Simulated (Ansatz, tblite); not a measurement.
# The cluster Al₄Sb₃+: rung by rung

The task here is to estimate one member of a computed series from the others.

The runs use Ansatz 0.2.0, Gaussian basis; as each input shows.

The runs, in order: GFN1-xTB, GFN2-xTB, PBE-D4/def2-TZVP, r2SCAN-D4/def2-TZVP, revPBE-D4/def2-TZVP, ωB97M-V/def2-TZVP, BHLYP-D4/def2-TZVP, PBE-D4/def2-SVP, PBE0-D4/def2-SVP, CCSD(T)/def2-SVP, MP2/def2-TZVP, RPA/def2-TZVP.

2 further runs of the same task are left out: 2 set aside as unsound or not needed. Runs told in other sessions of the task aren't counted.

### The geometry

The geometry is that of the singlet, from an earlier relaxation (PBE-D4/def2-SVP). At that level it is the lowest of the isomers that a small search found.

7 atoms, charge 1, spin multiplicity 1.

Bond lengths: Al1–Sb5 2.663 Å, Al1–Sb7 2.663 Å, Al2–Sb5 2.664 Å, Al2–Sb6 2.664 Å, Al3–Sb6 2.663 Å, Al3–Sb7 2.663 Å, Al4–Sb5 2.728 Å, Al4–Sb6 2.728 Å, Al4–Sb7 2.728 Å. Angles: Sb5–Al1–Sb7 119.6°, Sb5–Al2–Sb6 119.6°, Sb6–Al3–Sb7 119.6° and more.

As a file:

```xyz
7
Al4Sb3
Al    0.1488   -1.9723   -1.4219
Al   -0.4027   -0.4703    2.3574
Al   -1.3353    1.8182   -0.9193
Al    0.8235    0.3235   -0.0078
Sb    1.1585   -2.1750    1.0341
Sb   -0.5078    2.0806    1.5984
Sb    0.1149    0.3952   -2.6410
```

Sb takes a core potential in the def2 sets. No spin-orbit coupling is included. The ion is computed in the gas phase, without counter-ions or solvent.

PBE0-D4/def2-TZVP was run before; its log isn't repeated, and its numbers join the tables.

The first run:

Tight binding, by tblite at 300 K electronic temperature and without a spin-polarisation term:

```python
tblite.interface.Calculator('GFN1-xTB', numbers, positions, charge=1, uhf=0).singlepoint()
```

Tight binding, by tblite at 300 K electronic temperature and without a spin-polarisation term:

```python
tblite.interface.Calculator('GFN2-xTB', numbers, positions, charge=1, uhf=0).singlepoint()
```

start.molden holds the orbitals of an earlier run on this state, given as this run's starting guess.

Contents of in.yaml:

```yaml
crystal:
  periodic: [false, false, false]
  atoms:
    - {symbol: Al, position_ang: [0.148845, -1.972273, -1.421897]}
    - {symbol: Al, position_ang: [-0.402712, -0.470323, 2.357396]}
    - {symbol: Al, position_ang: [-1.335254, 1.818228, -0.919291]}
    - {symbol: Al, position_ang: [0.823534, 0.323503, -0.007753]}
    - {symbol: Sb, position_ang: [1.158509, -2.174964, 1.034101]}
    - {symbol: Sb, position_ang: [-0.507840, 2.080619, 1.598450]}
    - {symbol: Sb, position_ang: [0.114918, 0.395209, -2.641006]}
basis:
  gaussian: {orbitals: def2-TZVP, initial_orbitals: start.molden}
total_charge: 1
hamiltonian: {xc: pbe, dispersion: d4}
scf: {omitted_lower_state_checks: [starts]}
output: {orbitals: {seedname: orbitals}}
```

Run with:

```
$ ansatz run in.yaml --threads 4 --pin off --events-out ev --progress --plain --max-ram 4787MiB
```

Steps of the session up to this table: PBE-D4/def2-TZVP; r2SCAN-D4/def2-TZVP; revPBE-D4/def2-TZVP; ωB97M-V/def2-TZVP; BHLYP-D4/def2-TZVP; PBE-D4/def2-SVP; PBE0-D4/def2-SVP; CCSD(T)/def2-SVP; MP2/def2-TZVP; RPA/def2-TZVP.

One table of the session follows, with a row left open; its other results are not shown here.

It belongs to the step «Levels side by side». 

```
              level  HOMO (eV)  LUMO (eV)  gap (eV)
    PBE-D4/def2-SVP      -8.96      -7.53      1.43
   PBE-D4/def2-TZVP      -8.86      -7.45      1.41
revPBE-D4/def2-TZVP      -8.80      -7.39      1.41
r2SCAN-D4/def2-TZVP      -8.97      -7.48      1.49
   PBE0-D4/def2-SVP      -9.50      -7.08      2.42
  PBE0-D4/def2-TZVP      -9.40      -6.98      2.42
 BHLYP-D4/def2-TZVP          ?          ?         ?
  ωB97M-V/def2-TZVP     -10.75      -5.55      5.20
```

Q: Estimate the row for BHLYP-D4/def2-TZVP from the others.

As computed: HOMO (eV): -9.70; LUMO (eV): -6.31; gap (eV): 3.39. In the column «HOMO (eV)» it lies between ωB97M-V/def2-TZVP (-10.75) and PBE0-D4/def2-SVP (-9.50).
